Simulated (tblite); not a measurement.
# C2H7B2FS2: the cost of one run

Programs: tblite 0.8.0 and PySCF 2.14.0, with density-fitted response routines of our own. Each step states its level of theory. These are calculated values for one molecule in the gas phase, unless marked as measured. Atoms count from 0, in the outputs and in this text.

### Step 1. The molecule as given

14 atoms, charge 0, multiplicity 1; geometry from: force field or distance geometry start.

Bonds of the start (Å): C0–B1 1.60, B1–S2 1.89, S2–B3 1.91, B3–S4 1.89, S4–C5 1.82, C5–F6 1.37, C0–H7 1.11, C0–H8 1.10, C0–H9 1.11, B1–H10 1.19, B3–H11 1.17, C5–H12 1.09, C5–H13 1.11.

### Step 2. Optimising the geometry with GFN2-xTB

What the job is given:

```
{"job": {"kind": "relax", "xc": "GFN2-xTB", "basis": "xTB"}, "charge": 0, "multiplicity": 1}
C      3.186700     0.271900     0.460300
B      1.843100     0.029600     1.294900
S      0.800200    -1.438100     0.726400
B     -0.546600    -0.662500    -0.384000
S     -1.608600     0.668200     0.441200
C     -3.327500     0.110500     0.247400
F     -4.063300     1.204600    -0.120000
H      2.977000     0.127200    -0.623100
H      3.519400     1.310000     0.623600
H      3.937200    -0.481800     0.779900
H      1.237600     1.004300     1.600500
H     -0.897300    -1.147100    -1.389100
H     -3.361500    -0.612200    -0.564500
H     -3.697200    -0.385000     1.164200
```

Command:

```bash
$ OMP_NUM_THREADS=1 python probes_run.py task.json out
```

This one command runs all jobs of the session in turn.

**Question.** How long does this first job take on 1 thread of Arm Neoverse N1, shared host, and how much memory does it need?

About 1.5 s, with a peak of 0.18 GiB.
